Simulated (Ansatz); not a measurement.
Run this with Ansatz 0.2.0, Python API and show what comes out.

Script `b2h7nosi.py`:
```python
'''X-H bond energies of B2H7NOSi without relaxation.'''

import ansatz
from ase import Atoms

BASIS = '6-31G*'
XC = 'HF'


def total_energy(molecule, charge=0, unpaired=0):
    calc = molecule.calculation().basis(gaussian=BASIS).functional(XC)
    if charge:
        calc = calc.charge(charge)
    if unpaired:
        calc = calc.spin('collinear', total=unpaired)
    return calc.run().report['free_energy_ev']

def without(molecule, index):
    rest = ansatz.Crystal.molecule()
    for i, site in enumerate(molecule.cartesian_sites):
        if i != index:
            rest = rest.atom(site.symbol, site.position_ang)
    return rest


def main() -> None:
    atoms = Atoms(['B', 'O', 'Si', 'B', 'N', 'H', 'H', 'H', 'H', 'H', 'H', 'H'], positions=[
        [0.3066, 1.5911, 1.1503],
        [-0.6781, 0.5588, 1.4834],
        [-0.494, -0.6915, 0.3032],
        [-0.968, -0.1212, -1.4585],
        [1.247, -1.2505, 0.2526],
        [1.3411, 1.671, 1.6096],
        [-0.0597, 2.5148, 0.4287],
        [-1.2629, -1.8149, 0.7086],
        [-1.9238, -0.6816, -1.9502],
        [-0.5024, 0.7728, -1.9696],
        [1.2583, -2.0996, -0.3057],
        [1.813, -0.5044, -0.2184],
    ])
    mol = ansatz.Crystal.molecule_from_ase(atoms)

    whole = total_energy(mol, 0)
    hydrogen = total_energy(ansatz.Crystal.molecule().atom('H', (0, 0, 0)), 0, 1)
    print(f'E(molecule) = {whole:.5f} eV, E(H) = {hydrogen:.5f} eV')
    for index in [6, 7, 9]:
        radical = total_energy(without(mol, index), 0, 1)
        print(f'H{index}: homolysis {(radical + hydrogen - whole):.3f} eV')
        anion = total_energy(without(mol, index), -1)
        print(f'H{index}: loss of a proton {(anion - whole):.3f} eV')


if __name__ == '__main__':
    main()
```

```console
$ python b2h7nosi.py
E(molecule) = -12835.17050 eV, E(H) = -13.55761 eV
H6: homolysis 3.762 eV
H6: loss of a proton 19.519 eV
H7: homolysis 3.392 eV
H7: loss of a proton 17.875 eV
H9: homolysis 3.675 eV
H9: loss of a proton 18.387 eV
```

What to keep in mind:
- Total energies depend on the basis set; only differences at equal settings carry meaning.
- The geometry is a force-field or estimated start, not a minimum of this method, and the basis set is short of its limit. All parts are taken at fixed geometry, without zero-point energy.
- Hartree-Fock leaves correlation out, so bond, atomisation and ionisation energies come out well too low.
- Anions want diffuse functions, which this basis lacks.
- Finished in 12 s on 1 thread of Arm Neoverse V2, on a shared host, peak memory 0.29 GiB.
